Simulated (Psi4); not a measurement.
# triplet InCl3 at 3 levels

We compute a comparison of 3 runs (UHF/def2-SVP, UMP2/def2-SVP, UCCSD/def2-SVP) of triplet InCl3. 

Program for the calculation: Psi4 1.11.

### 1 Starting point

The species is InCl3 (4 atoms), meant as a triplet with charge 0. SMILES of the parent species: `[Cl][In]([Cl])[Cl]`. The coordinates come from a PBE0-D4/def2-TZVP relaxation. That shape belongs to the parent species and isn't relaxed for this state.

Bond lengths: Cl1–In2 2.293 Å, In2–Cl3 2.293 Å, In2–Cl4 2.293 Å. Angles: Cl1–In2–Cl3 120.0°, Cl1–In2–Cl4 120.0°, Cl3–In2–Cl4 120.0°.

### 2 Energy and forces at UHF/def2-SVP (core potential) (run 1)

Input file input.json:

```json
{
  "schema_name": "qcschema_input",
  "schema_version": 1,
  "molecule": {
    "schema_name": "qcschema_molecule",
    "schema_version": 2,
    "symbols": ["Cl", "In", "Cl", "Cl"],
    "geometry": [-0.38342543, 0.98549217, 4.18309775, 0.02721206, -0.02796795, -0.01001555, 1.91977277, -3.7514843, -1.16274848, -1.45886857, 2.68019856, -3.04850618],
    "molecular_charge": 0,
    "molecular_multiplicity": 3,
    "fix_symmetry": "c1",
    "fix_com": true,
    "fix_orientation": true
  },
  "driver": "gradient",
  "model": {
    "method": "hf",
    "basis": "def2-SVP"
  },
  "keywords": {
    "reference": "uhf",
    "puream": true,
    "e_convergence": 1e-09,
    "d_convergence": 1e-08,
    "scf_type": "pk",
    "maxiter": 100
  }
}
```

Launch:

```sh
$ psi4 --qcschema input.json -n 1 --memory 2200MB
```

stdout:

```text
[...]
    !!!  WARNING: ECP capability is in beta. Please check occupations closely.  !!!
[...]
  Running in c1 symmetry.
[...]
  Nuclear repulsion =  362.685155940967434
[...]
  Multiplicity = 3
[...]
  Nalpha       = 37
  Nbeta        = 35
[...]
    Number of basis functions: 80
[...]
   @UHF iter   1: -1567.15485840461042   -1.23418e+00   3.34989e-03 DIIS/ADIIS
[...]
   @UHF iter  29: -1567.23225203755783   -3.27418e-11   9.58809e-09 DIIS
[...]
   @S^2 Observed:                2.015496075E+00
[...]
  @UHF Final Energy: -1567.23225203755783
   => Energetics <=
    Nuclear Repulsion Energy =            362.6851559409674337
    One-Electron Energy =               -2963.8252551328591835
    Two-Electron Energy =                1033.9078471543339219
    Total Energy =                      -1567.2322520375578279
  UHF NO Occupations:
  HONO-2 :   35  A 1.9967988
  HONO-1 :   36  A 1.0000000
[...]
 Multipole Moments:
 ------------------------------------------------------------------------------------
     Multipole            Electronic (a.u.)      Nuclear  (a.u.)        Total (a.u.)
 ------------------------------------------------------------------------------------
 L = 1.  Multiply by 2.5417464519 to convert [e a0] to [Debye]
 Dipole X            :         -0.8569221            1.8885923            1.0316703
 Dipole Y            :         -0.0023410           -2.0458176           -2.0481587
 Dipole Z            :          0.0558033           -0.6889940           -0.6331907
 Magnitude           :                                                    2.3791234
[...]
  -Total Gradient:
     Atom            X                  Y                   Z
    ------   -----------------  -----------------  -----------------
       1        0.004464702749    -0.010455874385    -0.042960138630
       2        0.039783561915    -0.079671375173    -0.024599991876
       3       -0.059745511431     0.117976513988     0.036482638586
       4        0.015497246769    -0.027849264422     0.031077491908
[...]
```

The result, in JSON:

```text
{
 "driver": "gradient",
 "model": {
  "method": "hf",
  "basis": "def2-SVP"
 },
 "success": true,
 "return_result": [0.004464702749277499, -0.010455874384767597, -0.04296013862968584, 0.039783561915232926, -0.07967137517267611, -0.024599991876057936, -0.05974551143134129, 0.11797651398804479, 0.036482638585734264, 0.015497246769073776, -0.027849264421858214, 0.031077491908427554],
 "properties": {
  "calcinfo_nbasis": 80,
  "calcinfo_nmo": 80,
  "calcinfo_nalpha": 37,
  "calcinfo_nbeta": 35,
  "calcinfo_natom": 4,
  "nuclear_repulsion_energy": 362.68515594096743,
  "return_energy": -1567.2322520375578,
  "return_gradient": [0.004464702749277499, -0.010455874384767597, -0.04296013862968584, 0.039783561915232926, -0.07967137517267611, -0.024599991876057936, -0.05974551143134129, 0.11797651398804479, 0.036482638585734264, 0.015497246769073776, -0.027849264421858214, 0.031077491908427554],
  "scf_one_electron_energy": -2963.825255132859,
  "scf_two_electron_energy": 1033.907847154334,
  "scf_dipole_moment": [1.031670264031263, -2.0481586815472412, -0.633190672043106],
  "scf_total_energy": -1567.2322520375578,
  "scf_total_gradient": [0.004464702749277499, -0.010455874384767597, -0.04296013862968584, 0.039783561915232926, -0.07967137517267611, -0.024599991876057936, -0.05974551143134129, 0.11797651398804479, 0.036482638585734264, 0.015497246769073776, -0.027849264421858214, 0.031077491908427554],
  "scf_iterations": 29
 }
}
```

Wall time 17 s (1 thread of Intel Xeon at 2.50GHz (Skylake/Cascade Lake), shared host); peak memory 0.27 GiB.

### 3 The energy at UMP2/def2-SVP (core potential) (run 2)

Input file job.py:

```python
import psi4

psi4.set_memory('2200 MB')
psi4.set_num_threads(1)
psi4.set_output_file('cl3in.out', False)

geom = psi4.geometry("""
0 3
Cl    -0.202900     0.521500     2.213600
In     0.014400    -0.014800    -0.005300
Cl     1.015900    -1.985200    -0.615300
Cl    -0.772000     1.418300    -1.613200
symmetry c1
no_reorient
no_com
""")

options = {'reference': 'uhf', 'puream': True, 'e_convergence': 1e-09, 'd_convergence': 1e-08, 'scf_type': 'pk', 'num_frozen_docc': 19, 'mp2_type': 'conv', 'maxiter': 100}
psi4.set_options(options)

energy_value, wavefunction = psi4.energy("mp2/def2-SVP", molecule=geom, return_wfn=True)
print(f'total energy {energy_value:.8f} hartree = {energy_value * 27.211386:.5f} eV')
```

Launch:

```sh
$ python job.py
```

cl3in.out:

```text
[...]
  Running in c1 symmetry.
[...]
  Nuclear repulsion =  362.685155561282500
[...]
  Multiplicity = 3
[...]
  Nalpha       = 37
  Nbeta        = 35
[...]
    Number of basis functions: 80
[...]
   @UHF iter   1: -1567.15490831497095   -1.20378e+00   3.52583e-03 ADIIS/DIIS
[...]
   @UHF iter  31: -1567.23225203919742   -1.75078e-11   6.22598e-09 DIIS
[...]
   @S^2 Observed:                2.015496070E+00
[...]
    Orbital Energies [Eh]
    ---------------------
    Alpha Occupied:
       1A   -104.949417     2A   -104.745942     3A   -104.745930
       4A    -10.715351     5A    -10.509958     6A    -10.509956
       7A     -8.205490     8A     -8.185031     9A     -8.180311
      10A     -7.987312    11A     -7.987307    12A     -7.981212
      13A     -7.981205    14A     -7.981078    15A     -7.981073
      16A     -5.421917    17A     -3.678299    18A     -3.676541
      19A     -3.672739    20A     -1.270493    21A     -1.099902
      22A     -1.096947    23A     -1.067155    24A     -1.065858
      25A     -1.060477    26A     -1.018308    27A     -1.011081
      28A     -0.682009    29A     -0.676565    30A     -0.609384
      31A     -0.535588    32A     -0.483888    33A     -0.441970
      34A     -0.440076    35A     -0.425789    36A     -0.425441
[...]
  @UHF Final Energy: -1567.23225203919742
   => Energetics <=
    Nuclear Repulsion Energy =            362.6851555612824995
    One-Electron Energy =               -2963.8252542218970120
    Two-Electron Energy =                1033.9078466214170930
    Total Energy =                      -1567.2322520391974194
  UHF NO Occupations:
  HONO-2 :   35  A 1.9967988
  HONO-1 :   36  A 1.0000000
[...]
 Multipole Moments:
 ------------------------------------------------------------------------------------
     Multipole            Electronic (a.u.)      Nuclear  (a.u.)        Total (a.u.)
 ------------------------------------------------------------------------------------
 L = 1.  Multiply by 2.5417464519 to convert [e a0] to [Debye]
 Dipole X            :         -0.8569240            1.8885923            1.0316683
 Dipole Y            :         -0.0023418           -2.0458175           -2.0481593
 Dipole Z            :          0.0558016           -0.6889941           -0.6331925
 Magnitude           :                                                    2.3791235
[...]
	SCS-MP2 Total Energy (a.u.)        : -1567.66610563260019
	SOS-MP2 Total Energy (a.u.)        : -1567.62406980745345
	SCSN-MP2 Total Energy (a.u.)       : -1567.45420119597202
[...]
	SOS-PI-MP2 Total Energy (a.u.)     : -1567.68937276882957
[...]
	MP2 Total Energy (a.u.)            : -1567.68487432151755
[...]
```

Standard output:

```text
total energy -1567.68487432 hartree = -42658.87824 eV
```

Wall time 15 s (1 thread of Intel Xeon at 2.50GHz (Skylake/Cascade Lake), shared host); peak memory 0.36 GiB.

### 4 A single-point energy at UCCSD/def2-SVP (core potential) (run 3)

Input file calc.in:

```
memory 2.2 GB

molecule m {
  0 3
  Cl    -0.202900     0.521500     2.213600
  In     0.014400    -0.014800    -0.005300
  Cl     1.015900    -1.985200    -0.615300
  Cl    -0.772000     1.418300    -1.613200
  symmetry c1
  no_reorient
  no_com
}

set {
  reference uhf
  puream true
  e_convergence 1e-09
  d_convergence 1e-08
  scf_type pk
  num_frozen_docc 19
  maxiter 100
}

e, wfn = energy("ccsd/def2-SVP", return_wfn=True)
print_variables()
```

Launch:

```sh
$ psi4 -n 1 calc.in calc.out
```

calc.out:

```text
[...]
    !!!  WARNING: ECP capability is in beta. Please check occupations closely.  !!!
[...]
  Running in c1 symmetry.
[...]
  Nuclear repulsion =  362.685155561282500
[...]
  Multiplicity = 3
[...]
  Nalpha       = 37
  Nbeta        = 35
[...]
    Number of basis functions: 80
[...]
   @UHF iter   1: -1567.15490831497095   -1.20378e+00   3.52583e-03 DIIS/ADIIS
[...]
   @UHF iter  31: -1567.23225203919742   -1.75078e-11   6.22598e-09 DIIS
[...]
   @S^2 Observed:                2.015496070E+00
[...]
    Orbital Energies [Eh]
    ---------------------
    Alpha Occupied:
       1A   -104.949417     2A   -104.745942     3A   -104.745930
       4A    -10.715351     5A    -10.509958     6A    -10.509956
       7A     -8.205490     8A     -8.185031     9A     -8.180311
      10A     -7.987312    11A     -7.987307    12A     -7.981212
      13A     -7.981205    14A     -7.981078    15A     -7.981073
      16A     -5.421917    17A     -3.678299    18A     -3.676541
      19A     -3.672739    20A     -1.270493    21A     -1.099902
      22A     -1.096947    23A     -1.067155    24A     -1.065858
      25A     -1.060477    26A     -1.018308    27A     -1.011081
      28A     -0.682009    29A     -0.676565    30A     -0.609384
      31A     -0.535588    32A     -0.483888    33A     -0.441970
      34A     -0.440076    35A     -0.425789    36A     -0.425441
[...]
  @UHF Final Energy: -1567.23225203919742
   => Energetics <=
    Nuclear Repulsion Energy =            362.6851555612824995
    One-Electron Energy =               -2963.8252542218970120
    Two-Electron Energy =                1033.9078466214170930
    Total Energy =                      -1567.2322520391974194
  UHF NO Occupations:
  HONO-2 :   35  A 1.9967988
  HONO-1 :   36  A 1.0000000
[...]
 Multipole Moments:
 ------------------------------------------------------------------------------------
     Multipole            Electronic (a.u.)      Nuclear  (a.u.)        Total (a.u.)
 ------------------------------------------------------------------------------------
 L = 1.  Multiply by 2.5417464519 to convert [e a0] to [Debye]
 Dipole X            :         -0.8569240            1.8885923            1.0316683
 Dipole Y            :         -0.0023418           -2.0458175           -2.0481593
 Dipole Z            :          0.0558016           -0.6889941           -0.6331925
 Magnitude           :                                                    2.3791235
[...]
      * MP2 total energy                      = -1567.684874321518009
[...]
      * CCSD total energy                     = -1567.729793071814356
[...]
```

Wall time 4 min (1 thread of Intel Xeon at 2.50GHz (Skylake/Cascade Lake), shared host); peak memory 0.4 GiB.

### 5 All runs side by side

```
run                            level      task  frozen core orbitals   energy (Eh)  HOMO energy (eV)  LUMO energy (eV)   ⟨S²⟩  wall time
  1    UHF/def2-SVP (core potential)  gradient                     0  -1567.232252             -6.09             -3.66  2.015       17 s
  2   UMP2/def2-SVP (core potential)    energy                    19  -1567.684874             -6.09             -3.66  2.015       15 s
  3  UCCSD/def2-SVP (core potential)    energy                    19  -1567.729793             -6.09             -3.66  2.015      4 min
```

### 6 Results

```
                                                         quantity           value
                                              run 3: total energy  -1567.72979 Eh
run 3: HOMO energy (Hartree–Fock orbitals) (highest over α and β)        -6.09 eV
 run 3: LUMO energy (Hartree–Fock orbitals) (lowest over α and β)        -3.66 eV
              run 3: correlation energy (19 core orbitals frozen)      -497.5 mEh
                         run 3: ⟨S²⟩ of the reference determinant           2.015
                                             run 3: T1 diagnostic           0.034
```

What this shows: Below the UHF energy at the same shape and in the same basis (def2-SVP): UMP2 -452.6 mEh; UCCSD -497.5 mEh. All runs together took 4.5 min, the longest 4 min.
